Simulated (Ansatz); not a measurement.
HfMoC2 under changes of volume

One of the cells (11.421 Å³/atom); the others are scaled copies at fixed shape and fractional positions:

```
Hf Mo C
1.0
     3.19142    0.00000    0.00000
     0.00000    3.19142    0.00000
     0.00000    0.00000    4.48516
Hf Mo C
1 1 2
Direct
  0.00000 0.00000 0.00000
  0.50000 0.50000 0.50000
  0.50000 0.50000 0.00000
  0.00000 0.00000 0.50000
```

The cell comes from a database or a generator and needn't be the stable form of this composition.

- Program: Ansatz 0.2.0
- Functional: PBE
- Potentials or basis: Ansatz PAW
- Cutoff: 420 eV (not typed: the program's choice for these potentials)
- k mesh: 8 × 8 × 6
- Occupations: fermi-dirac, width 0.05 eV
- Spin: no spin polarisation

| volume (Å³/atom) | energy over the lowest point (meV/atom) | pressure (GPa) |
| --- | --- | --- |
| 10.735 | 33.32 | 17.9 |
| 10.964 | 13.00 | 10.8 |
| 11.192 | ? | ? |
| 11.421 | 0.00 | -1.3 |
| 11.649 | 5.59 | -6.4 |
| 11.877 | 18.15 | -11.1 |
| 12.106 | 37.02 | -15.3 |

**Question.** What does the run at 11.192 Å³/atom give?

**Answer.** Energy over the lowest point 2.18 meV/atom; pressure 4.5 GPa.

Worked out: A Birch-Murnaghan fit of order 3 (a polynomial in V^(-2/3)) to the other rows has its minimum at 11.37 Å³/atom with B0 = V·E''(V) = 277 GPa and B' = 4.1 at fixed shape and positions, which overstates the stiffness. It gives 2.22 meV/atom at 11.192 Å³/atom, against the run's 2.18, and -dE/dV = 4.4 GPa, against 4.5.

Energies are extrapolated to zero smearing.
